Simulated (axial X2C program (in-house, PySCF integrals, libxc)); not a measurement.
# GaN⁻: properties at the nuclei

Aim: properties at the nuclei of GaN⁻, with spin–orbit coupling in the Hamiltonian from the start.

Program: an in-house X2C program for linear molecules on PySCF integrals. Level of theory: two-component X2C with atomic mean-field terms, Ga dyall-acv3z, N dyall-av3z. These are calculated values, not measurements.

### 1 Set-up

Contents of task.json:

```json
{"zs": [31, 7], "q": -1, "bas": ["dyall-acv3z", "dyall-av3z"], "r0": 1.77, "levels": ["PBE0", "HF", "B3LYP", "LDA", "BP86"], "nst": 3}
```

Keys: zs atomic numbers; q charge; bas basis sets; r0 starting distance in Å; levels methods (HF also brings MP2); nst determinants followed.

The run is started by

```console
python soeom.py task.json out
```

The runs that follow: Expectation values, lowest determinant; Expectation values, a higher determinant; Expectation values, a higher determinant.

Before running it: what results should come out? Wanted: lowest determinant; Eeff magnitude; Ws magnitude Ga; A∥/gI Ga; qzz Ga; higher determinant (for each run or level that gives them).

The runs gave:

| quantity | value |
| --- | --- |
| lowest determinant | Ω = 1/2 (excess of +ω over −ω: ω = 1/2) |
| Eeff magnitude (GV/cm), PBE0 | 0.57 |
| Ws magnitude Ga (kHz), PBE0 | 0.543 |
| A∥/gI Ga (MHz), PBE0 | -226 |
| qzz Ga (a.u.), PBE0 | -1.24 |
| higher determinant | Ω = 3/2 (excess of +ω over −ω: ω = 3/2) |
| Eeff magnitude (GV/cm), PBE0, higher determinant | 0.13 |
| Ws magnitude Ga (kHz), PBE0, higher determinant | 0.044 |
| A∥/gI Ga (MHz), PBE0, higher determinant | 77.7 |
| qzz Ga (a.u.), PBE0, higher determinant | -3.86 |
| higher determinant | Ω = 7/2 (excess of +ω over −ω: ω = 1/2, 2 × ω = 3/2) |
| Eeff magnitude (GV/cm), PBE0, higher determinant | 1.77 |
| Ws magnitude Ga (kHz), PBE0, higher determinant | 0.225 |
| A∥/gI Ga (MHz), PBE0, higher determinant | 70.3 |
| qzz Ga (a.u.), PBE0, higher determinant | -1.65 |

What this shows: In the first state, the effective field runs from 0.57 to 0.873 GV/cm over the mean-field levels. The expectation values come from single determinants, which for open shells can mix terms of unlike spin or miss the lowest Ω, so a determinant need not be a state. Eeff is the effective electric field on the electron dipole moment in this Ω state and Ws the scalar–pseudoscalar constant (defined with the proton number Z and per Ω); A∥ is the parallel hyperfine constant, which follows by multiplying with the nuclear g factor gI = μI/(I μN); qzz is the electric field gradient, eQq0 = 234.96 MHz × Q/barn × qzz. The operators were transformed with the bare-nucleus X2C matrices. A second determinant lies within 0.1 eV of the first, so their order is not settled at this level.
